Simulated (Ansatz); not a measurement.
# Br2HIn: the cost of one run

Program: Ansatz 0.2.0, Gaussian basis. Level of theory: the settings change from run to run. These are calculated values, not measurements.

### 1 The relaxed structure

An earlier PBE0-D4 in a triple-zeta def2 set relaxation fixed the geometry. In takes a core potential in def2 sets; no spin-orbit term is included.

4 atoms, charge 0, spin multiplicity 1.

Atoms are counted from 1 here; the program's logs count them from 0.

Bond lengths: Br1–In2 2.454 Å, In2–Br3 2.454 Å, In2–H4 1.698 Å. Angles: Br1–In2–Br3 113.1°, Br1–In2–H4 123.4°, Br3–In2–H4 123.4°.

Coordinates:

```csv
atom,x (Å),y (Å),z (Å)
Br1,-1.7823,0.9177,-1.1489
In2,0.1507,0.1343,0.1440
Br3,0.6119,-2.2558,-0.1645
H4,1.0752,1.1436,1.1491
```

### 2 BHLYP/ANO-RCC-VTZP

Options: atoms shaken by 0.15 Å, D3(BJ) with three-body dispersion, high accuracy.

File in.yaml:

```yaml
crystal:
  periodic: [false, false, false]
  atoms:
    - {symbol: Br, position_ang: [-1.820467, 1.003099, -1.136544]}
    - {symbol: In, position_ang: [0.382434, 0.103645, 0.339684]}
    - {symbol: Br, position_ang: [0.836161, -2.120173, -0.219695]}
    - {symbol: H, position_ang: [1.169728, 1.188110, 1.328954]}
basis:
  gaussian: {orbitals: ANO-RCC-VTZP}
hamiltonian: {xc: {name: BHLYP}, dispersion: d3bjatm}
accuracy: high
output: {forces: true}
```

Launch:

```
> ansatz run in.yaml --threads 4 --pin off --events-out ev --progress --plain --max-ram 10444MiB
```

Q: Estimate wall time and peak memory on 4 threads of Arm Neoverse V2, shared host.

About 2.7 min, with a peak of 1.1 GiB.
